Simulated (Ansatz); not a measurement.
FGeH4Sb, SMILES [F][GeH2][SbH2], a rigid torsion scan

Computed with Ansatz 0.2.0 through its Python package.

Typed at the interpreter:
```pycon
>>> import ansatz
>>> from ase import Atoms
>>> BASIS = "def2-SVP"
>>> XC = "r2scan0"
>>> FMAX = 0.02
>>> atoms = Atoms(["F", "Ge", "Sb", "H", "H", "H", "H"], positions=[
...     (-2.1699, 0.747, -0.0628),
...     (-0.7402, 0.0224, -0.623),
...     (1.2181, 0.8428, 0.8246),
...     (-0.7976, -1.5027, -0.4961),
...     (-0.4746, 0.3922, -2.1214),
...     (0.7135, -0.1238, 2.1967),
...     (2.312, -0.4458, 0.2363),
... ])
>>> # start the scan from a relaxed geometry
>>> first = (
...     ansatz.Crystal.molecule_from_ase(atoms).calculation()
...     .basis(gaussian=BASIS)
...     .functional(XC)
...     .relax(force_tolerance=FMAX, max_steps=80)
... )
>>> atoms.positions = first.run(threads=1).report["positions_ang"]
>>> start = atoms.get_dihedral(0, 1, 2, 5)
>>> energies = {}
>>> for turn in range(0, 360, 40):
...     turned = atoms.copy()
...     turned.set_dihedral(0, 1, 2, 5, start + turn, indices=[2, 5, 6])
...     calculation = ansatz.Crystal.molecule_from_ase(turned).calculation()
...     calculation = calculation.basis(gaussian=BASIS)
...     calculation = calculation.functional(XC)
...     energies[round((start + turn) % 360)] = calculation.run(threads=1).report["free_energy_ev"]
...
>>> floor = min(energies.values())
>>> print("dihedral F0-Ge1-Sb2-H5 (deg)   E - E(min) (kJ/mol)")
dihedral F0-Ge1-Sb2-H5 (deg)   E - E(min) (kJ/mol)
>>> for angle, e in sorted(energies.items()):
...     print(f"{angle:8d} {96.485332 * (e - floor):14.3f}  " + "#" * int(30 * (e - floor) / max(max(energies.values()) - floor, 1e-9)))
...
       5          4.606  #############################
      45          2.944  ##################
      85          0.000
     125          1.189  #######
     165          0.989  ######
     205          1.501  #########
     245          4.672  ##############################
     285          2.821  ##################
     325          1.511  #########
```

The scan is rigid and the energies are electronic, in a modest basis. With rigid groups the curve can differ much from the relaxed path, the start wasn't checked as a minimum of this torsion, and equivalent turns needn't return to the same energy. def2 sets replace the cores of elements past krypton by effective core potentials. Hardware and time: 2.1 min on 1 thread of Arm Neoverse V1, with other jobs on the host, peak memory 0.31 GiB.
